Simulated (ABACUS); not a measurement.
CsLiCr2Te2S3:

```xyz
9
Lattice="3.4216 -5.1807 0.0078 3.4216 5.1807 0.0078 -2.9041 0.0000 7.4309" Properties=species:S:1:pos:R:3 pbc="T T T"
Cs    0.6167    0.0000    0.0649
Li    2.4219    0.0000    4.1212
Cr    0.1728    2.1297    4.1498
Cr    0.1728   -2.1297    4.1498
Te    4.0786    1.5993    2.1688
Te    4.0786   -1.5993    2.1688
S     2.0049   -2.1476    5.4598
S     2.0049    2.1476    5.4598
S     0.0600    0.0000    3.5978
```

The cell was built by a generator and needn't be a form met in nature.

Base run:

```yaml
Program: ABACUS 3.10.1
Functional: PBE
Potentials_or_basis: PseudoDojo NC SR 0.4.1 PBE standard
Cutoff: 1361 eV
Density_cutoff: 5442 eV
Basis: DZP LCAO (the cutoffs set its grid)
k_mesh: 4 × 4 × 3
Occupations: fermi-dirac, width 0.05 eV
Spin: collinear spin, ferromagnetic start
Starting_moments: "[0.0, 0.0, 3.0, 3.0, 0.0, 0.0, 0.0, 0.0, 0.0] μB"
Fixed_moment: 2 μB
```

Its results: pressure -0.6 GPa; site moments Cs +0.01; Li +0.00; Cr +1.45, +1.43; Te -0.29, -0.27; S -0.13, -0.12, -0.09 μB; largest force 0.339 eV/Å.

Question: After a change of settings the same cell gave: pressure 2.4 GPa; site moments Cs +0.04; Li +0.01; Cr +3.08, +3.09; Te +0.49, +0.46; S -0.06, -0.08, -0.04 μB; largest force 1.544 eV/Å. Which change was it?
A. fixed moment from 2 μB to 3.5 μB
B. fixed moment from 2 μB to 1 μB
C. k mesh from 4 × 4 × 3 to 3 × 3 × 2; fixed moment from 2 μB to none
D. fixed moment from 2 μB to 7 μB

Answer: D.

Caveats: the atomic orbitals were generated for these runs and aren't a published set; the basis of atomic orbitals isn't converged, which shifts pressures, moduli and gaps; the total moment is fixed, so each spin has its own Fermi level; only a ferromagnetic start was run, and an antiferromagnetic order may lie lower in energy; the moment is held away from its start (some runs); forces of over 1 eV/Å show positions far from the minimum, so gaps and moduli don't describe the material at rest (some runs).
